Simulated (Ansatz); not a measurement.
# C2H5FGeO: up Jacob's ladder to CCSD(T)

The task here is to estimate one member of a computed series from the others.

Method: functionals in def2-TZVPP, the program's frozen cores in correlated methods; program: Ansatz 0.2.0, Gaussian basis.

Plan: PBE-D4, r2SCAN-D4, PBE0-D4, B3LYP-D4, ωB97X-V, ωB97M-V, B2PLYP; CCSD(T)/def2-TZVPP; MP2/def2-QZVPP; extrapolation to the limit.

### The relaxed structure

All runs share one geometry, relaxed beforehand with PBE0-D4 in a triple-zeta def2 set.

SMILES `[CH3][GeH]([F])[CH]=O`, 10 atoms, charge 0, spin multiplicity 1.

Atoms are counted from 1 here; the program's logs count them from 0.

Bond lengths: C1–Ge2 1.934 Å, C1–H6 1.090 Å, C1–H7 1.090 Å, C1–H8 1.091 Å, Ge2–F3 1.750 Å, Ge2–C4 2.003 Å, Ge2–H9 1.539 Å, C4–O5 1.202 Å, C4–H10 1.114 Å. Angles: Ge2–C1–H6 109.6°, Ge2–C1–H7 110.5°, Ge2–C1–H8 109.3°, H6–C1–H7 109.3°, H6–C1–H8 108.9°, H7–C1–H8 109.2°, C1–Ge2–F3 108.2°, C1–Ge2–C4 111.5°, C1–Ge2–H9 114.6°, F3–Ge2–C4 104.8°, F3–Ge2–H9 105.9°, C4–Ge2–H9 111.1°, Ge2–C4–O5 120.5°, Ge2–C4–H10 118.9°, O5–C4–H10 120.6°.

Set-up of the first run:

File in.yaml:

```yaml
crystal:
  periodic: [false, false, false]
  atoms:
    - {symbol: C, position_ang: [-1.177139, -0.949234, 0.067290]}
    - {symbol: Ge, position_ang: [0.343643, 0.103952, 0.632895]}
    - {symbol: F, position_ang: [1.640118, -0.991952, 1.056969]}
    - {symbol: C, position_ang: [1.073794, 1.204614, -0.872710]}
    - {symbol: O, position_ang: [0.341631, 1.875650, -1.548925]}
    - {symbol: H, position_ang: [-0.862958, -1.671411, -0.686470]}
    - {symbol: H, position_ang: [-1.609815, -1.479877, 0.915251]}
    - {symbol: H, position_ang: [-1.930797, -0.289898, -0.366431]}
    - {symbol: H, position_ang: [0.095742, 0.968038, 1.881778]}
    - {symbol: H, position_ang: [2.168880, 1.179120, -1.076648]}
basis:
  gaussian: {orbitals: def2-TZVPP}
hamiltonian: {xc: pbe, dispersion: d4}
output: {forces: true, orbitals: {seedname: orbitals}}
```

The run is started by

```sh
> ansatz run in.yaml --threads 4 --pin off --events-out ev --progress --plain --max-ram 10444MiB
```

Steps of the session up to this table: PBE-D4 (GGA); r2SCAN-D4 (meta-GGA); PBE0-D4 (hybrid); B3LYP-D4 (hybrid); ωB97X-V (range-separated); ωB97M-V (range-separated); B2PLYP (double hybrid); CCSD(T) in def2-TZVPP; MP2 in def2-QZVPP.

One of the session's tables, all rows but one given; the rest of the session is left out.

```
            method  atomisation energy (kcal/mol)
            PBE-D4                          916.6
         r2SCAN-D4                          898.6
           PBE0-D4                          893.5
          B3LYP-D4                              ?
           ωB97X-V                          898.5
           ωB97M-V                          894.6
            B2PLYP                          886.7
     HF/def2-TZVPP                          637.2
    MP2/def2-TZVPP                          895.5
   CCSD/def2-TZVPP                          861.2
CCSD(T)/def2-TZVPP                          876.7
           MP2/CBS                          916.1
       CCSD(T)/CBS                          897.3
```

**Question.** Estimate the row for B3LYP-D4.

**Answer.** atomisation energy (kcal/mol): 892.2. In the column «atomisation energy (kcal/mol)» it lies between B2PLYP (886.7) and PBE0-D4 (893.5).

To keep in mind: Free atoms (2 C, 1 Ge, 1 F, 1 O, 5 H) were run apart at each level; the atomisation energy is their sum less the molecule, without zero-point or spin-orbit terms.
